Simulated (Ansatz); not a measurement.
# Cu (fcc type): how the settings move a single-point run

Aim: see which settings change the result for Cu (fcc type), by how much, and at what cost.

Computed with Ansatz 0.2.0 (reference: DFT, PBEsol, all-electron LAPW, scalar-relativistic, unless a step's input says otherwise).

## (1) The structure to begin with

It takes space group Fm-3m (No. 225, cubic). Conventional cell: a = 3.415 Å, b = 3.415 Å, c = 3.415 Å, α = 90.00°, β = 90.00°, γ = 90.00°. Around Cu (site symmetry m-3m) lie 12 Cu at 2.41 Å.

As a file:

```
Cu
1.0
     0.00000    1.70757    1.70757
     1.70757    0.00000    1.70757
     1.70757    1.70757    0.00000
Cu
1
Direct
  0.00000 0.00000 0.00000
```

## (2) The reference run

The input, input.yaml:

```yaml
crystal:
  lattice:
    - [0.0, 1.7075733485, 1.7075733485]
    - [1.7075733485, 0.0, 1.7075733485]
    - [1.7075733485, 1.7075733485, 0.0]
  atoms:
    - { symbol: Cu, position: [0.0, 0.0, 0.0] }
kpoints:
  mp_grid: { grid: [20, 20, 20] }
  band_path:
    path:
      - [0.0, 0.0, 0.0]
      - [0.5, 0.0, 0.5]
      - [0.625, 0.25, 0.625]
      - [0.375, 0.375, 0.75]
      - [0.0, 0.0, 0.0]
      - [0.5, 0.5, 0.5]
      - [0.5, 0.25, 0.75]
      - [0.5, 0.0, 0.5]
    npoints: 8
scf:
  occupations: { method: fermi_dirac, width: 0.08 }
hamiltonian:
  xc: pbesol
  pseudopotentials: { kind: all_electron, lapw: { basis_error: 0.001 } }
output:
  forces: true
  stress: true
  eigenvalues: true
  populations: true
  dos: { projected: true, de: 0.2, e_range: [-14, 8] }
```

Launch:

```sh
$ ansatz run input.yaml --threads 1 --pin off --max-ram 2048MiB --backend cpu --events-out ev --progress --plain --runs-dir out
```

## (3) Variant: occupations.method tetrahedron, xc rpbe, width left out

input.yaml: that of step 2 with these lines changed.

```diff
@@ -21,5 +21,5 @@
 scf:
-  occupations: { method: fermi_dirac, width: 0.08 }
+  occupations: { method: tetrahedron }
 hamiltonian:
-  xc: pbesol
+  xc: rpbe
   pseudopotentials: { kind: all_electron, lapw: { basis_error: 0.001 } }
@@ -30,2 +30 @@
   populations: true
-  dos: { projected: true, de: 0.2, e_range: [-14, 8] }
```

What does the calculation give? Wanted: for each run, ending; energy change; pressure; gap; force.

The runs gave:

| run | ending | energy change | pressure (GPa) | gap (eV) | force (eV/Å) | cycles | time |
| --- | --- | --- | --- | --- | --- | --- | --- |
| reference | converged | - | 29.5 | 0.00 | 0.00 | 7 | 11 s |
| 1: occupations.method tetrahedron, xc rpbe, width left out | converged | not comparable | 46.9 | 0.00 | 0.00 | 7 | 11 s |

Times don't compare one to one where runs were asked for different outputs or read a saved state (see the inputs); cycles may leave out searches for a lower state.

Residual by cycle in the longest SCF loop of each run; runs are numbered as in the table. The quantity is the density residual dr2, in eV.

| cycle | reference | run 1 |
| --- | --- | --- |
| 1 | 0.135 | 0.127 |
| 2 | 0.0407 | 0.0328 |
| 3 | 4.1e-4 | 0.00103 |
| 4 | 5.2e-4 | 4.2e-4 |
| 5 | 3.7e-6 | 1.0e-6 |
| 6 | 1.0e-8 | 1.5e-8 |
| 7 | 1.0e-10 | 1.5e-11 |

Total energies don't compare across a change of functional; the pressure goes from 29.5 to 46.9 GPa. The smearing changed too. The structure is not at rest: the sound run finds 30 GPa, so these are no properties of the relaxed crystal. 
